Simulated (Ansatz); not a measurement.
Working through a single point from a YAML input of Cr3GaN, space group Pm-3m

Program: Ansatz 0.2.0 through its Python package.

The script reads `cr3gan.yaml`:
```yaml
crystal:
  lattice:
    - [3.829202, 0.0, 0.0]
    - [0.0, 3.829202, 0.0]
    - [0.0, 0.0, 3.829202]
  atoms:
    - { symbol: Cr, position: [0.5, 0.0, 0.5], spin: 2.1 }
    - { symbol: Cr, position: [0.0, 0.5, 0.5], spin: 2.1 }
    - { symbol: Cr, position: [0.5, 0.5, 0.0], spin: 2.1 }
    - { symbol: Ga, position: [0.0, 0.0, 0.0] }
    - { symbol: "N", position: [0.5, 0.5, 0.5] }
magnetization:
  spin_polarized: true
kpoints:
  mp_grid: { grid: [6, 6, 6] }
hamiltonian:
  xc: lda
scf:
  occupations: { method: fermi_dirac, width: 0.15 }
  convergence: { dr2_threshold: 1.0e-09 }
output:
  forces: true
  stress: true
  eigenvalues: true
basis:
  ecutwfc: "14.7 Ry"
```

Run as a notebook:

In [1]:
```python
import json
import warnings

import ansatz as az
import numpy as np
```

In [2]:
```python
warnings.simplefilter('ignore', az.DeckWarning)
```

In [3]:
```python
outcome = az.Session.from_deck('cr3gan.yaml').plan().execute()
r = outcome.report
```
```text
RunWarning: the starting moments were not kept: the SCF closed with an absolute magnetisation of 1.0e-6 μB, where they sum to 6.3 μB in size (3 sites). That is at most 0.1 of that sum. Measured as dr2_m measures the in/out step, that magnetisation stands 2.9e-13 eV from none, at or under the dr2_threshold of 1.0e-9 eV: it is no larger than a step whose dr2_m would equal this threshold. The system [...]
```

In [4]:
```python
r['n_kpoints'], r['n_symmetry_ops'], r['n_pw']
```
Out [4]:
```text
(20, 48, 365)
```

In [5]:
```python
r['converged'], r['free_energy_ev']
```
Out [5]:
```text
(True, -14015.471784762067)
```

In [6]:
```python
print(f'free energy      {r["free_energy_ev"]:.5f} eV')
print(f'per atom         {r["free_energy_ev"] / len(outcome.lattice.sites):.5f} eV')
print(f'SCF iterations   {r["n_iterations"]}  (converged: {r["converged"]})')
```
```text
free energy      -14015.47178 eV
per atom         -2803.09436 eV
SCF iterations   12  (converged: True)
```

In [7]:
```python
# the stress is positive in compression
stress = np.array(r['stress_gpa'])
print(f'pressure {np.trace(stress) / 3:.3f} GPa')
np.round(stress, 3) + 0.0
```
```text
pressure -17.985 GPa
```
Out [7]:
```text
array([[-17.985,   0.   ,   0.   ],
       [  0.   , -17.985,   0.   ],
       [  0.   ,   0.   , -17.985]])
```

In [8]:
```python
print(f'net moment {r["magnetization_mub"]:.3f} muB, absolute {r["absolute_magnetization_mub"]:.3f} muB')
for index, (site, m) in enumerate(zip(outcome.lattice.sites, r['site_moments_mub'])):
    print(f'  {index:2d} {site.symbol:2s} {m:7.3f}')
```
```text
net moment -0.000 muB, absolute 0.000 muB
   0 Cr  -0.000
   1 Cr  -0.000
   2 Cr  -0.000
   3 Ga   0.000
   4 N    0.000
```

In [9]:
```python
keep = ['free_energy_ev', 'energy_sigma0_ev', 'fermi_energy_ev', 'n_iterations', 'converged', 'magnetization_mub', 'n_kpoints']
with open('cr3gan.json', 'w') as handle:
    json.dump({key: r[key] for key in keep}, handle, indent=1)
```

It writes `cr3gan.json`:
```json
{
 "free_energy_ev": -14015.471784762067,
 "energy_sigma0_ev": -14015.240902144784,
 "fermi_energy_ev": 16.113003729295524,
 "n_iterations": 12,
 "converged": true,
 "magnetization_mub": -8.988068316284625e-07,
 "n_kpoints": 20
}
```

Notes:
- The settings weren't tested for convergence.
- The cutoff lies under the one recommended for these potentials.
- The SCF didn't keep the moments it started from (some shrank, vanished or turned); what is printed is the state reached.
- Under the recommended cutoff a pressure can be off by several GPa, even in sign.
- For a metal this k-point mesh is coarse: on a finer one energies can move by several to tens of meV an atom and pressures by half a GPa or more, differences at one mesh by less.
- Pressure is positive in compression.
- The structure comes from a database of computed cells and needn't be a stable or known phase.
- Warnings are shown shortened and without file and line.
- The script silences the warnings on its input, which a real study should read.
- Run time: 36 s on 1 thread of Arm Neoverse V2, with other jobs on the host, peak memory 0.68 GiB.

(Lines on the test bed's own set-up are left out of the output.)
